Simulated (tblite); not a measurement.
# C6H11PSi: the cost of one run

The runs use tblite 0.8.0 and PySCF 2.14.0, with density-fitted response routines of our own; the level of theory stands in each step. All values are computed, except where a source is named. Atoms count from 0, in the outputs and in this text.

## Step 1: The starting structure

19 atoms, charge 0, multiplicity 1; geometry from: force field or distance geometry start.

Bonds of the start (Å): C0–Si1 1.85, Si1–P2 2.17, P2–C3 1.85, C3–C4 1.34, C4–C5 1.47, C5–C6 1.47, C6–C7 1.34, C7–P2 1.87, C0–H8 1.09, C0–H9 1.12, C0–H10 1.12, Si1–H11 1.49, Si1–H12 1.46, C3–H13 1.09, C4–H14 1.08, C5–H15 1.14, C5–H16 1.11, C6–H17 1.10, C7–H18 1.08.

## Step 2: Geometry optimisation with GFN2-xTB

Job settings and geometry (Å):

```
{"job": {"kind": "relax", "xc": "GFN2-xTB", "basis": "xTB"}, "charge": 0, "multiplicity": 1}
C      3.081200     0.851400    -0.647500
Si     2.172000    -0.757400    -0.567300
P      0.018000    -0.595200    -0.814000
C     -0.918900    -1.592300     0.427700
C     -2.123900    -1.124100     0.767800
C     -2.729000     0.091400     0.206700
C     -1.838500     1.232900    -0.058200
C     -0.583200     1.144400    -0.508600
H      2.565000     1.641300    -1.198500
H      3.397500     1.198800     0.365800
H      4.017400     0.649500    -1.222300
H      2.401100    -1.440800     0.731600
H      2.715500    -1.644800    -1.587100
H     -0.496800    -2.503900     0.860000
H     -2.683000    -1.688700     1.493400
H     -3.470100     0.459200     0.989500
H     -3.363200    -0.164800    -0.671000
H     -2.212200     2.248300     0.132300
H      0.041000     2.004000    -0.692700
```

Command:

```console
> OMP_NUM_THREADS=1 python probes_run.py task.json out
```

One launch serves the whole session: the jobs run in the order shown.

**Question.** How long does this first job take on 1 thread of Arm Neoverse V1, shared host, and how much memory does it need?

About 1.4 s, with a peak of 0.18 GiB.
